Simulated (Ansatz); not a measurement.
# Molecular dynamics of Ta₂O₅

Input:

```yaml
accuracy: low
crystal:
  lattice:
    - [-3.677, -3.897, 0.0]
    - [3.677, -3.897, 0.0]
    - [0.0, 0.0, 6.217]
  atoms:
    - { symbol: Ta, position: [0.25, 0.75, 0.5] }
    - { symbol: Ta, position: [0.5, 0.5, 0.0] }
    - { symbol: O, position: [0.5, 0.5, 0.319] }
    - { symbol: O, position: [0.5, 0.5, 0.681] }
    - { symbol: O, position: [0.0, 0.5, 0.5] }
    - { symbol: O, position: [0.25, 0.75, 0.0] }
    - { symbol: O, position: [0.25, 0.25, 0.0] }
    - { symbol: Ta, position: [0.75, 0.25, 0.5] }
    - { symbol: Ta, position: [0.0, 0.0, 0.0] }
    - { symbol: O, position: [0.0, 0.0, 0.319] }
    - { symbol: O, position: [0.0, 0.0, 0.681] }
    - { symbol: O, position: [0.5, 0.0, 0.5] }
    - { symbol: O, position: [0.75, 0.25, 0.0] }
    - { symbol: O, position: [0.75, 0.75, 0.0] }
basis:
  ecutwfc: 420.0
kpoints:
  mp_grid: { grid: [2, 2, 2] }
hamiltonian:
  xc: pbesol
  pseudopotentials: { kind: paw, azcp: { folder: soft_1 } }
scf:
  occupations: { method: fermi_dirac, width: 0.24 }
  lower_state_search: "off"
md:
  timestep: 1.12
  n_steps: 250
  ensemble: nvt_langevin
  temperature: 2800.0
  initial_velocities: maxwell_boltzmann
  seed: 499042
  friction: 0.02
```

Launched with:

```bash
$ ansatz run input.yaml --threads 1 --pin off --max-ram 3072MiB --backend cpu --events-out ev --progress --plain --runs-dir out
```

It starts from an unrelaxed structure (largest force component 0.52 eV/Å).

Output, in part (step lines):

```
md step     0: t =     0.00 fs  T =  2600.0 K  F+E_penalty+E_count = -44848.01214849 eV  E_kin = 4.705064 eV  (12 SCF iters)
md step     1: t =     1.12 fs  T =  2552.0 K  F+E_penalty+E_count = -44847.98467131 eV  E_kin = 4.618191 eV  (9 SCF iters)
md step     2: t =     2.24 fs  T =  2357.2 K  F+E_penalty+E_count = -44847.93721130 eV  E_kin = 4.265642 eV  (9 SCF iters)
md step     3: t =     3.36 fs  T =  2278.7 K  F+E_penalty+E_count = -44847.87673781 eV  E_kin = 4.123643 eV  (9 SCF iters)
md step     4: t =     4.48 fs  T =  2159.5 K  F+E_penalty+E_count = -44847.82325608 eV  E_kin = 3.907841 eV  (8 SCF iters)
md step     5: t =     5.60 fs  T =  2177.9 K  F+E_penalty+E_count = -44847.78283923 eV  E_kin = 3.941233 eV  (7 SCF iters)
md step     6: t =     6.72 fs  T =  2441.5 K  F+E_penalty+E_count = -44847.76011208 eV  E_kin = 4.418265 eV  (7 SCF iters)
md step     7: t =     7.84 fs  T =  2218.1 K  F+E_penalty+E_count = -44847.77206559 eV  E_kin = 4.013992 eV  (6 SCF iters)
[... lines left out ...]
md step   249: t =   278.88 fs  T =  2337.0 K  F+E_penalty+E_count = -44846.19903653 eV  E_kin = 4.229091 eV  (7 SCF iters)
md step   250: t =   280.00 fs  T =  2406.8 K  F+E_penalty+E_count = -44846.10603267 eV  E_kin = 4.355455 eV  (10 SCF iters)
```

The steps, from the saved trajectory:

```json
{"time (fs)": "0.0", "T (K)": "2600", "potential energy less start (eV)": "0.000"}
{"time (fs)": "9.0", "T (K)": "2465", "potential energy less start (eV)": "0.202"}
{"time (fs)": "17.9", "T (K)": "2979", "potential energy less start (eV)": "0.032"}
{"time (fs)": "26.9", "T (K)": "2150", "potential energy less start (eV)": "1.188"}
{"time (fs)": "35.8", "T (K)": "2309", "potential energy less start (eV)": "0.541"}
{"time (fs)": "44.8", "T (K)": "2673", "potential energy less start (eV)": "0.215"}
{"time (fs)": "53.8", "T (K)": "2076", "potential energy less start (eV)": "0.504"}
{"time (fs)": "62.7", "T (K)": "2520", "potential energy less start (eV)": "-0.536"}
{"time (fs)": "71.7", "T (K)": "2731", "potential energy less start (eV)": "-0.219"}
{"time (fs)": "80.6", "T (K)": "2325", "potential energy less start (eV)": "0.965"}
{"time (fs)": "89.6", "T (K)": "2189", "potential energy less start (eV)": "1.023"}
{"time (fs)": "98.6", "T (K)": "3363", "potential energy less start (eV)": "-0.122"}
{"time (fs)": "107.5", "T (K)": "2248", "potential energy less start (eV)": "1.462"}
{"time (fs)": "116.5", "T (K)": "2486", "potential energy less start (eV)": "2.115"}
{"time (fs)": "125.4", "T (K)": "3381", "potential energy less start (eV)": "0.951"}
{"time (fs)": "134.4", "T (K)": "3337", "potential energy less start (eV)": "1.028"}
{"time (fs)": "143.4", "T (K)": "4071", "potential energy less start (eV)": "-0.187"}
{"time (fs)": "152.3", "T (K)": "3437", "potential energy less start (eV)": "-0.666"}
{"time (fs)": "161.3", "T (K)": "2847", "potential energy less start (eV)": "0.378"}
{"time (fs)": "170.2", "T (K)": "2455", "potential energy less start (eV)": "0.917"}
{"time (fs)": "179.2", "T (K)": "2482", "potential energy less start (eV)": "1.452"}
{"time (fs)": "188.2", "T (K)": "2933", "potential energy less start (eV)": "-0.166"}
{"time (fs)": "197.1", "T (K)": "3589", "potential energy less start (eV)": "-0.710"}
{"time (fs)": "206.1", "T (K)": "2781", "potential energy less start (eV)": "0.163"}
{"time (fs)": "215.0", "T (K)": "2971", "potential energy less start (eV)": "0.058"}
{"time (fs)": "224.0", "T (K)": "4467", "potential energy less start (eV)": "0.039"}
{"time (fs)": "233.0", "T (K)": "2829", "potential energy less start (eV)": "1.794"}
{"time (fs)": "241.9", "T (K)": "3424", "potential energy less start (eV)": "-0.348"}
{"time (fs)": "250.9", "T (K)": "3124", "potential energy less start (eV)": "-0.967"}
{"time (fs)": "259.8", "T (K)": "3523", "potential energy less start (eV)": "-1.696"}
{"time (fs)": "268.8", "T (K)": "2886", "potential energy less start (eV)": "0.332"}
{"time (fs)": "277.8", "T (K)": "2682", "potential energy less start (eV)": "1.689"}
```

The run went to its last step. The mean temperature of the second half is 13 % above the set value. A run of 0.28 ps of so small a system gives no equilibrium averages. Limits of this set-up: coarse k mesh, PAW files made for another functional, low accuracy level.

Mean squared displacements from the first frame to the last, about the centre of mass: Ta 0.07 Å², O 0.40 Å².

Last frame:

```xyz
14
Lattice="-3.6770 -3.8970 0.0000 3.6770 -3.8970 0.0000 0.0000 0.0000 6.2170" Properties=species:S:1:pos:R:3
Ta 2.127 -4.642 2.881
Ta 0.031 -4.437 -0.038
O -0.682 -4.551 2.085
O 0.515 -3.983 4.427
O 2.374 -2.680 3.426
O 1.948 -4.151 0.788
O 0.001 -2.350 0.018
Ta -1.939 -4.505 3.337
Ta 0.090 -0.382 0.110
O 0.155 -0.756 2.172
O -0.663 -0.720 4.652
O -1.838 -2.675 3.050
O -1.761 -4.790 -0.666
O 0.652 -6.029 -0.131
```

Time of the run: 7.9 min on 1 thread of AMD EPYC 9R45 96-Core Processor (Zen 5), on a shared host, peak memory 0.57 GiB.
